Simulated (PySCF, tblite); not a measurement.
# C₈H₁₃NO: geometry, infrared bands and NMR shifts

What infrared bands and NMR shifts should C₈H₁₃NO (`CC(=O)NC=C1CC(C)C1`) show?

The runs use tblite 0.8.0 and PySCF 2.14.0, with density-fitted response routines of our own; the level of theory stands in each step. All values are computed, except where a source is named. Atoms are numbered from 0 throughout.

**1. The starting structure**

23 atoms, charge 0, multiplicity 1; geometry from: force field or distance geometry start.

Bonds of the start (Å): C0–C1 1.51, C1–O2 1.26, C1–N3 1.43, N3–C4 1.40, C4–C5 1.33, C5–C6 1.48, C6–C7 1.51, C7–C8 1.49, C7–C9 1.51, C9–C5 1.50, C0–H10 1.11, C0–H11 1.12, C0–H12 1.11, N3–H13 1.05, C4–H14 1.11, C6–H15 1.11, C6–H16 1.10, C7–H17 1.10, C8–H18 1.13, C8–H19 1.09, C8–H20 1.14, C9–H21 1.10, C9–H22 1.11.

**2. Optimising the geometry with GFN2-xTB**

The job: settings as JSON, then the geometry in Å.

```
{"job": {"kind": "relax", "xc": "GFN2-xTB", "basis": "xTB"}, "charge": 0, "multiplicity": 1}
C      4.404200    -0.602400     0.432800
C      3.220000     0.170100    -0.086700
O      3.498500     1.180400    -0.783100
N      1.877600    -0.213000     0.203900
C      0.851200     0.582700    -0.320800
C     -0.446100     0.361600    -0.155900
C     -1.329100    -0.607200     0.531000
C     -2.404100    -0.284200    -0.483400
C     -3.773500    -0.049200     0.062700
C     -1.699400     1.050300    -0.605500
H      4.142400    -1.099700     1.385800
H      5.282600     0.068100     0.607500
H      4.661100    -1.426100    -0.263700
H      1.691300    -1.064300     0.796600
H      1.101700     1.472500    -0.939300
H     -1.014400    -1.670500     0.518600
H     -1.653400    -0.267700     1.523800
H     -2.315100    -0.967800    -1.343900
H     -3.680600     0.036500     1.189300
H     -4.524400    -0.777600    -0.235600
H     -4.094600     0.997000    -0.243800
H     -1.672900     1.389700    -1.656400
H     -2.127800     1.747900     0.148900
```

The run is started by

```sh
OMP_NUM_THREADS=1 python probes_run.py task.json out
```

One launch serves the whole session: the jobs run in the order shown.

**Question.** This job is followed by: GFN2-xTB harmonic vibrations, gas phase; GIAO PBE0/pcSseg-1 NMR shielding, non-relativistic, gas phase. Predict these results of the whole session: strongest single infrared mode (GFN2-xTB); zero-point energy (GFN2-xTB); 13C shifts against TMS (PBE0/pcSseg-1); 1H shifts against TMS (PBE0/pcSseg-1, means over atoms taken as alike); 17O shifts against H2O (PBE0/pcSseg-1); 15N shifts against NH3 (PBE0/pcSseg-1).

**Answer**, as computed:

```
                                                              quantity                                                     value
                             strongest single infrared mode (GFN2-xTB)                                     1746 cm⁻¹, 594 km/mol
                                          zero-point energy (GFN2-xTB)                                            122.0 kcal/mol
                                13C shifts against TMS (PBE0/pcSseg-1)     165.3, 125.3, 115.8, 36.0, 33.5, 26.1, 24.7, 24.3 ppm
1H shifts against TMS (PBE0/pcSseg-1, means over atoms taken as alike)  7.01, 5.84, 3.04, 2.74, 2.43, 2.39, 2.07, 1.91, 1.18 ppm
                                17O shifts against H2O (PBE0/pcSseg-1)                                                 436.0 ppm
                                15N shifts against NH3 (PBE0/pcSseg-1)                                                 156.2 ppm
```

The optimisation took 121 steps and gained 1.241 eV; among the close pairs (by a distance rule), C1–N3 changed most, from 1.426 to 1.364 Å. No mode is imaginary among the 63: a minimum at this level. The strongest single mode, at 1746 cm⁻¹, moves mainly C1 and O2. Unscaled tight-binding wavenumbers are off by several per cent, some by more. Its intensities can rank the bands wrongly. The most deshielded carbon is C1 (amide carbonyl carbon), at 165.3 ppm: it is a carbonyl in resonance with an O or N lone pair, the region of acids, esters and amides. The most deshielded hydrogen is H14 (hydrogen on an alkene carbon bearing nitrogen), at 7.01 ppm: attached to an sp2 carbon and in the plane of the double bond. At PBE0/pcSseg-1: The largest span, 766 ppm, is at O2, where the paramagnetic term is -502 ppm.
